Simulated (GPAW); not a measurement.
# CaB2 (P6/mmm) in GPAW: settings compared

One crystal, CaB2, is run at these levels: LDA, PBE, PBEsol, RPBE; tasks: band structure.

Program: GPAW 26.7.0. These are calculated values, not measurements. Logs are shortened: lines on timing, memory, paths and dates and some standing lists are left out, and cuts for length are marked. The log counts tension as positive stress, the text compression.

**1. Starting point**

Symmetry: P6/mmm, No. 191, hexagonal system. Conventional cell: a = 3.226 Å, b = 3.226 Å, c = 4.067 Å, α = 90.00°, β = 90.00°, γ = 120.00°. Ca (site symmetry 6/mmm) has 12 B at 2.76 Å as nearest neighbours. B (site symmetry -6m2) has 3 B at 1.86 Å as nearest neighbours.

The cell comes from a database or a generator and needn't be the stable form of this composition.

**2. Band structure, LDA**

Contents of run.py:

```python
from ase.dft.bandgap import bandgap
from ase.io import read, write
from ase.units import GPa
from gpaw import GPAW, PW

atoms = read('CaB2.xyz')

calc = GPAW(mode=PW(800),
            xc='LDA',
            kpts={'size': (9, 9, 7), 'gamma': True},
            occupations={'name': 'fermi-dirac', 'width': 0.05},
            nbands=17,
            convergence={'density': 1e-05, 'energy': 1e-05},
            maxiter=150,
            txt='gpaw.txt')
atoms.calc = calc
energy = atoms.get_potential_energy()
forces = atoms.get_forces()
stress = atoms.get_stress()
calc.write('gs.gpw')
write('result.traj', atoms)
print(f'Energy: {energy:.6f} eV')
print('Forces (eV/A):')
print(forces.round(4))
print('Stress (GPa):', (stress / GPa).round(3))
print('Fermi level:', round(calc.get_fermi_level(), 4), 'eV')
print(f'Gap: {bandgap(calc)[0]:.4f} eV, direct: {bandgap(calc, direct=True)[0]:.4f} eV')

path = atoms.cell.bandpath('GMKGALHA,LM,KH', npoints=100, eps=1e-4)
bs_calc = calc.fixed_density(kpts=path, symmetry='off', nbands=27,
                             convergence={'bands': 'CBM+6.0', 'eigenstates': 1e-6}, txt='bands.txt')
bs = bs_calc.band_structure()
bs.write('bs.json')
print(f'Gap on the path: {bandgap(bs_calc)[0]:.4f} eV')
```

Contents of CaB2.xyz:

```xyz
3
Lattice="3.2264302843 0.0000000000 0.0000000000 -1.6132151421 2.7941705897 0.0000000000 0.0000000000 0.0000000000 4.0673920000" Properties=species:S:1:pos:R:3 pbc="T T T"
Ca     0.0000000000      0.0000000000      0.0000000000
B      1.6132151423      0.9313901965      2.0336960000
B     -0.0000000001      1.8627803932      2.0336960000
```

Potentials or basis: the program's PAW data sets (release 1.2.1) made for this functional, pw.

Launch:

```console
> OMP_NUM_THREADS=1 python run.py
```

gpaw.txt:

```text
__  _  _
 | _ |_)|_||  |
 |__||  | ||/\| - 26.7.0

Input parameters:
  mode=PW(ecut=800.0),
  convergence={'density': 1e-05, 'energy': 1e-05},
  kpts=MonkhorstPack(size=(9, 9, 7), gamma=True),
  maxiter=150,
  nbands=17,
  occupations=Occupations(name='fermi-dirac', width=0.05),
  xc=XC(name='LDA')

Diagonalizing LCAO Hamiltonian
Converting LCAO to pw mode

         B  B

       Ca

Atoms  # Å, Bohr magnetons
|   | symbol |         x |        y |        z |    initial magnetic moments |
|---|--------|-----------|----------|----------|-----------------------------|
| 0 |     Ca |  0.000000 | 0.000000 | 0.000000 | ( 0.0000,  0.0000,  0.0000) |
| 1 |      B |  1.613215 | 0.931390 | 2.033696 | ( 0.0000,  0.0000,  0.0000) |
| 2 |      B | -0.000000 | 1.862780 | 2.033696 | ( 0.0000,  0.0000,  0.0000) |

Unit cell  # Å
| periodic |         x |        y |        z |  lengths |     angles |
|----------|-----------|----------|----------|----------|------------|
|      yes |  3.226430 | 0.000000 | 0.000000 | 3.226430 |  90.000000 |
|      yes | -1.613215 | 2.794171 | 0.000000 | 3.226430 |  90.000000 |
|      yes |  0.000000 | 0.000000 | 4.067392 | 4.067392 | 120.000000 |

Number of symmetries: 24
Symmetry operations  # r_c * U_cc + t_c -> r_c
|    | kind |            matrix            |
|----|------|------------------------------|
|  0 |  σ   |  1, 1, 0,  0,-1, 0,  0, 0, 1 |
|  1 |  C2  |  1, 1, 0,  0,-1, 0,  0, 0,-1 |
|  2 |  C6  |  1, 1, 0, -1, 0, 0,  0, 0, 1 |
|  3 |  S6  |  1, 1, 0, -1, 0, 0,  0, 0,-1 |
|  4 |  E   |  1, 0, 0,  0, 1, 0,  0, 0, 1 |
|  5 |  σ   |  1, 0, 0,  0, 1, 0,  0, 0,-1 |
|  6 |  σ   |  1, 0, 0, -1,-1, 0,  0, 0, 1 |
|  7 |  C2  |  1, 0, 0, -1,-1, 0,  0, 0,-1 |
|  8 |  σ   |  0, 1, 0,  1, 0, 0,  0, 0, 1 |
|  9 |  C2  |  0, 1, 0,  1, 0, 0,  0, 0,-1 |
| 10 |  C3  |  0, 1, 0, -1,-1, 0,  0, 0, 1 |
| 11 |  S3  |  0, 1, 0, -1,-1, 0,  0, 0,-1 |
| 12 |  C6  |  0,-1, 0,  1, 1, 0,  0, 0, 1 |
| 13 |  S6  |  0,-1, 0,  1, 1, 0,  0, 0,-1 |
| 14 |  σ   |  0,-1, 0, -1, 0, 0,  0, 0, 1 |
| 15 |  C2  |  0,-1, 0, -1, 0, 0,  0, 0,-1 |
| 16 |  σ   | -1, 0, 0,  1, 1, 0,  0, 0, 1 |
| 17 |  C2  | -1, 0, 0,  1, 1, 0,  0, 0,-1 |
| 18 |  C2  | -1, 0, 0,  0,-1, 0,  0, 0, 1 |
| 19 |  i   | -1, 0, 0,  0,-1, 0,  0, 0,-1 |
| 20 |  C3  | -1,-1, 0,  1, 0, 0,  0, 0, 1 |
| 21 |  S3  | -1,-1, 0,  1, 0, 0,  0, 0,-1 |
| 22 |  σ   | -1,-1, 0,  0, 1, 0,  0, 0, 1 |
| 23 |  C2  | -1,-1, 0,  0, 1, 0,  0, 0,-1 |

BZ-sampling:
  Number of BZ points: 567
  Number of IBZ points: 48

  Monkhorst-Pack size: [9, 9, 7]
  Monkhorst-Pack shift: [0, 0, 0]

K-points  # in reciprocal-cell coordinates
|     |                                coordinates |     weight |
|-----|--------------------------------------------|------------|
|   0 | (  0.00000000,   0.00000000,   0.00000000) | 0.00176367 |
|   1 | (  0.00000000,   0.00000000,   0.14285714) | 0.00352734 |
|   2 | (  0.00000000,   0.00000000,   0.28571429) | 0.00352734 |
|   3 | (  0.00000000,   0.00000000,   0.42857143) | 0.00352734 |
|   4 | (  0.11111111,   0.00000000,   0.00000000) | 0.01058201 |
|   5 | (  0.11111111,   0.00000000,   0.14285714) | 0.02116402 |
|   6 | (  0.11111111,   0.00000000,   0.28571429) | 0.02116402 |
|   7 | (  0.11111111,   0.00000000,   0.42857143) | 0.02116402 |
|   8 | (  0.22222222,  -0.11111111,   0.00000000) | 0.01058201 |
|   9 | (  0.22222222,  -0.11111111,   0.14285714) | 0.02116402 |
| ... |                                            |            |
|  47 | (  0.44444444,   0.44444444,   0.42857143) | 0.02116402 |

Plane wave coefficients: 1915
Cutoff: 800.0 eV

Spin-components: 1 (collinear spins)
Bands:           17
Projectors:      15
Spin-degeneracy: 2
Datatype:        complex128

Parallelization:
  kpt:    1
  domain: 1
  band:   1

Density:
  Valence electrons: 16.0
  Components: 1
  Grid points: [24 24 27]
  Charge: 0.0  # |e|

Potential:
  Grid points: [24 24 27]

species:
  Ca:
    name:    Calcium
    Z:       20.0
    valence: 10
    core:    10
    charge:  0.0  # [|e|]
    compensation charges:
      type: gauss
      rc: 0.37  # [Å]
      lmax: 2
    cutoffs:
      filter: 2.10  # [Å]
      core: 1.17  # [Å]
    projectors
    | kind |    occ | energy [eV] | rcut [Å] |
    |------|--------|-------------|----------|
    |   3s |  2.000 |     -46.826 |    1.175 |
    |   4s |  2.000 |      -3.864 |    1.175 |
    |   3p |  6.000 |     -27.986 |    1.154 |
    |    p |        |      -0.774 |    1.154 |
    |    d |        |       0.000 |    0.937 |

    Using partial waves for Ca as LCAO basis

  B:
    name:    Boron
    Z:       5.0
    valence: 3
    core:    2
    charge:  0.0  # [|e|]
    compensation charges:
      type: gauss
      rc: 0.20  # [Å]
      lmax: 2
    cutoffs:
      filter: 1.14  # [Å]
      core: 1.42  # [Å]
    projectors
    | kind |    occ | energy [eV] | rcut [Å] |
    |------|--------|-------------|----------|
    |   2s |  2.000 |      -9.383 |    0.635 |
    |   2p |  1.000 |      -3.714 |    0.635 |
    |    s |        |      17.828 |    0.635 |
    |    p |        |      23.498 |    0.635 |
    |    d |        |       0.000 |    0.635 |

    Using partial waves for B as LCAO basis

Reference energy: -19791.641422  # eV

eigensolver:
  PPCG
  Converge bands: occupied
  niter=2

density mixing:
  MSR1-Mixer
  Pratt-step length: 0.05
  Maximum mixing coefficient: 0.75
  Old densities: 10
  SVD Regularization: 0.005
  Good broyden scale: 1.0
  Trust region scale: 1.0
  Backstep threshold: 4.0
  History deletion threshold: 6.0
  Fourier metric: weight=20.0, sigma=0.015

occupation numbers:
  Fermi-Dirac:
    width: 0.0500  # eV

poisson solver:
  ecut: 6400.0  # eV

xc functional:
  name: None

convergence criteria:
[... 6 lines left out ...]
|iter     | |      energy | eigst |  dens |
|---------|-|-------------|-------|-------|
|iter:   1| |  -18.804950 | +0.27 |       |
|iter:   2| |  -18.577542 | -1.81 | -0.99 |
|iter:   3| |  -17.831782 | -1.43 | -1.04 |
|iter:   4| |  -17.829326 | -3.42 | -1.73 |
|iter:   5| |  -17.829916 | -3.90 | -2.02 |
|iter:   6| |  -17.829899 | -5.18 | -2.91 |
|iter:   7| |  -17.829893c| -6.58 | -3.59 |
|iter:   8| |  -17.829893c| -8.09c| -4.36 |
|iter:   9| |  -17.829893c| -8.56c| -4.91 |
|iter:  10| |  -17.829893c| -9.55c| -6.05c|

Converged in 10 steps
Energy contributions relative to reference atoms: (reference = -19791.641422)

Energy contributions:
  Kinetic:          11.503542
  Coulomb:          -6.162751
  Zero:             -0.711280
  External:          0.000000
  Xc:              -22.455272
  Entropy:          -0.008265
  Spinorbit:         0.000000
  ----------------------------
  Free energy:     -17.834026
  Extrapolated:    -17.829893

dipole moment: (-5.329106, -9.230282, -13.436250)  # |e|*Ang

Fermi level: 6.881
Eigenvalues  # (at kpt = [0.000, 0.000, 0.000])
| band index |      eig [eV] | occ [0-2] |
|------------|---------------|-----------|
|          0 |       -32.392 |     2.000 |
|          1 |       -13.680 |     2.000 |
|          2 |       -13.443 |     2.000 |
|          3 |       -13.443 |     2.000 |
|          4 |        -3.358 |     2.000 |
|          5 |         5.152 |     2.000 |
|          6 |         7.243 |     0.001 |
|          7 |         7.266 |     0.001 |
|          8 |         7.266 |     0.001 |
|          9 |        12.210 |     0.000 |
|         10 |        12.210 |     0.000 |
|         11 |        13.054 |     0.000 |
|         12 |        13.054 |     0.000 |
|         13 |        13.914 |     0.000 |
|        ... |               |           |
|         16 |        15.522 |     0.000 |

No gap
No difference between direct/indirect transitions

Forces  # eV/Ang
|        x |        y |       z |
|----------|----------|---------|
|  0.00000 | -0.00000 | 0.00000 |  # Ca   0
|  0.00000 | -0.00000 | 0.00000 |  # B    1
| -0.00000 |  0.00000 | 0.00000 |  # B    2

Stress tensor  # eV/Ang^3
|         x |         y |        z |
|-----------|-----------|----------|
|  0.042815 | -0.000000 | 0.000000 |
| -0.000000 |  0.042815 | 0.000000 |
|  0.000000 |  0.000000 | 0.037443 |

# Writing to gs.gpw (mode='')
```

Wall time 78 s (1 thread of Arm Neoverse V1, shared host); peak memory 0.33 GiB.

What came out:

| Quantity | Value |
| --- | --- |
| Free energy | -17.8340 eV |
| Pressure | -6.6 GPa |
| Band gap along the path | none (metal or under the smearing width) |

Levels at the corners of the path, in eV from the Fermi level:
| point | band 5 | band 6 | band 7 | band 8 | band 9 | band 10 | band 11 | band 12 |
| --- | --- | --- | --- | --- | --- | --- | --- | --- |
| Γ | -10.24 | -1.73 | 0.36 | 0.39 | 0.39 | 5.33 | 5.33 | 6.17 |
| M | -6.67 | -6.25 | -1.34 | -1.14 | 0.99 | 3.17 | 5.24 | 6.27 |
| K | -5.72 | -5.72 | -4.21 | 0.06 | 0.06 | 3.79 | 3.79 | 6.32 |
| Γ | -10.24 | -1.73 | 0.36 | 0.39 | 0.39 | 5.33 | 5.33 | 6.17 |
| A | -9.19 | -4.65 | 0.95 | 0.95 | 3.33 | 4.05 | 4.05 | 4.24 |
| L | -7.17 | -5.36 | -1.65 | -0.85 | -0.65 | 5.18 | 5.66 | 6.31 |
| H | -6.02 | -6.02 | -3.37 | -0.32 | -0.32 | 5.76 | 6.65 | 6.65 |
| A | -9.19 | -4.65 | 0.95 | 0.95 | 3.33 | 4.05 | 4.05 | 4.24 |
| L | -7.17 | -5.36 | -1.65 | -0.85 | -0.65 | 5.18 | 5.66 | 6.31 |
| M | -6.67 | -6.25 | -1.34 | -1.14 | 0.99 | 3.17 | 5.24 | 6.27 |
| K | -5.72 | -5.72 | -4.21 | 0.06 | 0.06 | 3.79 | 3.79 | 6.32 |
| H | -6.02 | -6.02 | -3.37 | -0.32 | -0.32 | 5.76 | 6.65 | 6.65 |

**3. Band structure, PBE**

Edit run.py of step 2 so:

```diff
@@ -5,6 +5,6 @@
 
-atoms = read('CaB2.xyz')
+atoms = read('POSCAR')
 
 calc = GPAW(mode=PW(800),
-            xc='LDA',
+            xc='PBE',
             kpts={'size': (9, 9, 7), 'gamma': True},
```

Contents of POSCAR:

```
CaB2
1.0
    3.2264302843      0.0000000000      0.0000000000
   -1.6132151421      2.7941705897      0.0000000000
    0.0000000000      0.0000000000      4.0673920000
Ca B
1 2
Direct
    0.0000000000      0.0000000000      0.0000000000
    0.6666666667      0.3333333333      0.5000000000
    0.3333333333      0.6666666667      0.5000000000
```

Potentials or basis: GPAW PAW data sets (gpaw-data 1.2.1), pw.

Launch:

```console
> OMP_NUM_THREADS=1 python run.py
```

It took 76 s on 1 thread of Arm Neoverse V1, shared host; peak memory 0.33 GiB.

The run converged. Its results:

| Property | Result |
| --- | --- |
| Free energy | -15.8379 eV |
| Pressure | -0.1 GPa |
| Band gap along the path | none (metal or under the smearing width) |

Stress tensor (GPa, compression positive):
```
-0.36  0.00  0.00
 0.00 -0.36  0.00
 0.00  0.00  0.54
```

Levels at the corners of the path, in eV from the Fermi level:
```
point  band 4  band 5  band 6  band 7  band 8  band 9  band 10  band 11  band 12  band 13
    Γ  -20.53  -10.40   -1.80    0.38    0.38    0.46     5.40     5.40     6.23     6.23
    M  -20.57   -6.85   -6.33   -1.36   -1.17    1.06     3.14     5.29     6.28     6.57
    K  -20.55   -5.87   -5.87   -4.22    0.05    0.05     3.85     3.85     6.41     8.83
    Γ  -20.53  -10.40   -1.80    0.38    0.38    0.46     5.40     5.40     6.23     6.23
    A  -20.52   -9.38   -4.66    0.93    0.93    3.45     4.13     4.13     4.28     4.28
    L  -20.67   -7.32   -5.47   -1.67   -0.82   -0.71     5.28     5.58     6.33     7.28
    H  -20.64   -6.16   -6.16   -3.40   -0.34   -0.34     5.86     6.69     6.69     7.13
    A  -20.52   -9.38   -4.66    0.93    0.93    3.45     4.13     4.13     4.28     4.28
    L  -20.67   -7.32   -5.47   -1.67   -0.82   -0.71     5.28     5.58     6.33     7.28
    M  -20.57   -6.85   -6.33   -1.36   -1.17    1.06     3.14     5.29     6.28     6.57
    K  -20.55   -5.87   -5.87   -4.22    0.05    0.05     3.85     3.85     6.41     8.83
    H  -20.64   -6.16   -6.16   -3.40   -0.34   -0.34     5.86     6.69     6.69     7.13
```

**4. Band structure, PBEsol**

Edit run.py of step 3 so:

```diff
@@ -2,4 +2,7 @@
 from ase.io import read, write
-from ase.units import GPa
-from gpaw import GPAW, PW
+from ase.units import Bohr, GPa
+from gpaw import GPAW, PW, setup_paths
+from gpaw.elf import elf_from_dft_calculation
+
+setup_paths.insert(0, '.')
 
@@ -8,3 +11,3 @@
 calc = GPAW(mode=PW(800),
-            xc='PBE',
+            xc='PBEsol',
             kpts={'size': (9, 9, 7), 'gamma': True},
@@ -28,2 +31,7 @@
 
+# fields on the real-space grid
+write('density.cube', atoms, data=calc.get_pseudo_density() * Bohr**3)
+write('potential.cube', atoms, data=calc.get_electrostatic_potential())
+write('elf.cube', atoms, data=elf_from_dft_calculation(calc).data)
+
 path = atoms.cell.bandpath('GMKGALHA,LM,KH', npoints=100, eps=1e-4)
```

POSCAR is that of step 3.

Potentials or basis: PAW data sets generated in the run's folder for this functional, pw.

Launch:

```console
> gpaw-setup -f PBEsol B Ca
> OMP_NUM_THREADS=1 python run.py
```

It took 78 s on 1 thread of Arm Neoverse V1, shared host; peak memory 0.33 GiB.

Results (log left out):

```yaml
Free_energy: -16.8975 eV
Pressure: -2.9 GPa
Band_gap_along_the_path: none (metal or under the smearing width)
```

Stress tensor (GPa, compression positive):
```
-3.01  0.00  0.00
 0.00 -3.01  0.00
 0.00  0.00 -2.65
```

Levels at the corners of the path, in eV from the Fermi level:
```
point  band 5  band 6  band 7  band 8  band 9  band 10  band 11  band 12
    Γ  -10.37   -1.77    0.39    0.41    0.41     5.43     5.43     6.26
    M   -6.79   -6.32   -1.35   -1.14    1.02     3.16     5.31     6.29
    K   -5.82   -5.82   -4.25    0.06    0.06     3.84     3.84     6.42
    Γ  -10.37   -1.77    0.39    0.41    0.41     5.43     5.43     6.26
    A   -9.32   -4.68    0.97    0.97    3.42     4.14     4.14     4.28
    L   -7.28   -5.44   -1.65   -0.84   -0.69     5.27     5.57     6.37
    H   -6.12   -6.12   -3.41   -0.34   -0.34     5.83     6.73     6.73
    A   -9.32   -4.68    0.97    0.97    3.42     4.14     4.14     4.28
    L   -7.28   -5.44   -1.65   -0.84   -0.69     5.27     5.57     6.37
    M   -6.79   -6.32   -1.35   -1.14    1.02     3.16     5.31     6.29
    K   -5.82   -5.82   -4.25    0.06    0.06     3.84     3.84     6.42
    H   -6.12   -6.12   -3.41   -0.34   -0.34     5.83     6.73     6.73
```

(Part 1 of 2 ends here.)
